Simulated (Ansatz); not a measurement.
Consider a scan of the Hubbard U of MnS, space group Pm-3m (Ansatz 0.2.0, Python API).

`plus_u.py`:
```python
# -*- coding: utf-8 -*-
'''How the states of MnS follow the Hubbard U.'''

import logging
import sys
import warnings

import ansatz as az
import numpy as np

logging.basicConfig(stream=sys.stdout, format='%(levelname)s:%(name)s:%(message)s')
logger = logging.getLogger('mns')
logger.setLevel(logging.INFO)


def count_gap(report):
    # lowest empty less highest filled band, counting bands; zero where they overlap
    return max(report.get('gap_by_band_count_ev') or 0.0, 0.0)

warnings.simplefilter('ignore', az.DeckWarning)

cell = (
    az.Lattice.from_parameters(3.09904, 3.09904, 3.09904, alpha=90.0, beta=90.0, gamma=90.0)
    .atom('Mn', (0.5, 0.5, 0.5))
    .atom('S', (0.0, 0.0, 0.0))
    .moments(Mn=4)
)

setup = (
    cell.calculation()
    .functional('LDA')
    .basis(19 * az.Ha)
    .occupations('Fermi-Dirac')
    .kpoints(spacing=0.32)
    .spin('collinear')
    .band_table()
)
rows = []
for u in [2.0, 4.0, 6.0, 8.0]:
    data = setup.hubbard('Mn', 'd', u_eff=u).run().report
    shell = data['hubbard']['n_scf']
    rows.append((u, count_gap(data), sum(shell) / len(shell), max(abs(m) for m in data['site_moments_mub']), data['n_iterations']))
for row in rows:
    print('; '.join(f'{name} = {round(v, 4) if isinstance(v, float) else v}' for name, v in zip(['U_eff eV', 'gap by band count eV', 'Mn d occupation (projector)', 'largest moment muB', 'iterations'], row)))
logger.info('eigenvalues of the first occupation matrix at the last U, by spin:')
for channel in data['hubbard']['n_eig'][0]:
    print('  ', ' '.join(f'{n:.3f}' for n in channel))
```

What does raising U do here?

From U = 2 to 8 eV the largest site moment goes from 4.12 to 4.54 μB.

The output:

```console
$ python plus_u.py
U_eff eV = 2.0; gap by band count eV = 0.0; Mn d occupation (projector) = 5.5064; largest moment muB = 4.1234; iterations = 12
U_eff eV = 4.0; gap by band count eV = 0.0; Mn d occupation (projector) = 5.3713; largest moment muB = 4.359; iterations = 11
U_eff eV = 6.0; gap by band count eV = 0.0; Mn d occupation (projector) = 5.2938; largest moment muB = 4.4602; iterations = 11
U_eff eV = 8.0; gap by band count eV = 0.0; Mn d occupation (projector) = 5.2338; largest moment muB = 4.5379; iterations = 12
INFO:mns:eigenvalues of the first occupation matrix at the last U, by spin:
   0.994 0.994 0.994 0.996 0.996
   0.028 0.028 0.068 0.068 0.068
```

What to keep in mind:
- Other magnetic orders than the one started from may lie lower.
- For a metal this k-point mesh is coarse: on a finer one energies can move by several to tens of meV an atom and pressures by half a GPa or more, differences at one mesh by less.
- A gap by band count of zero or less means overlapping bands, a metal.
- With one magnetic atom the cell can hold only ferromagnetic order.
- The structure comes from a database of computed cells and needn't be a stable or known phase.
- Levels are Kohn-Sham eigenvalues on this mesh.
- Shell occupations and the effect of U depend on the projectors; a run with no .spin step is spin-unpolarised, and each U may end in a state that isn't the lowest.
- The script silences the warnings on its input, which a real study should read.
- Finished in 7.5 s on 1 thread of Intel(R) Xeon(R) Platinum 8375C CPU @ 2.90GHz (Ice Lake), on a shared host, peak memory 0.42 GiB.

(A comment or docstring line of the script was reworded after the run, the code is as it ran.)
